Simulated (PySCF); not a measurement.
# C2H5NO3Si: the cost of one run

The runs use PySCF 2.14.0, with density-fitted response routines of our own; the level of theory stands in each step. All values are computed, except where a source is named. Atoms are numbered from 0 throughout.

## (1) The molecule as given

12 atoms, charge 0, multiplicity 1; geometry from: PBE0-D3(BJ)/def2-SVP.

Bonds of the start (Å): C0–O1 1.41, O1–Si2 1.63, Si2–O3 1.63, Si2–O4 1.64, Si2–C5 1.86, C5–N6 1.16, C0–H7 1.10, C0–H8 1.10, C0–H9 1.10, O3–H10 0.96, O4–H11 0.96.

## (2) X-ray photoelectron lines: SCAN, X2C

The job: settings as JSON, then the geometry in Å.

```
{"job": {"kind": "xps"}, "charge": 0, "multiplicity": 1}
C      1.932378     0.033735     0.041981
O      0.776209    -0.725543     0.299771
Si    -0.767769    -0.207865     0.268844
O     -1.037667     0.891738     1.447754
O     -1.809049    -1.459947     0.418235
C     -1.029867     0.611789    -1.385042
N     -1.165660     1.119929    -2.418398
H      2.788303    -0.651862    -0.032430
H      2.127132     0.749975     0.856776
H      1.852065     0.592474    -0.906777
H     -1.928832     1.233680     1.563764
H     -1.698771    -2.217129    -0.164297
```

Level: delta-SCF UKS SCAN, pcX-2 on the ionised atom, pcseg-1 elsewhere, spin-free X2C.

Command:

```sh
> OMP_NUM_THREADS=1 python probes_run.py task.json out
```

The driver reads the jobs from task.json and runs them one after another.

Q: Estimate the wall time and peak memory of this first job on 1 thread of Arm Neoverse V1, shared host.

About 56 s, with a peak of 0.59 GiB.
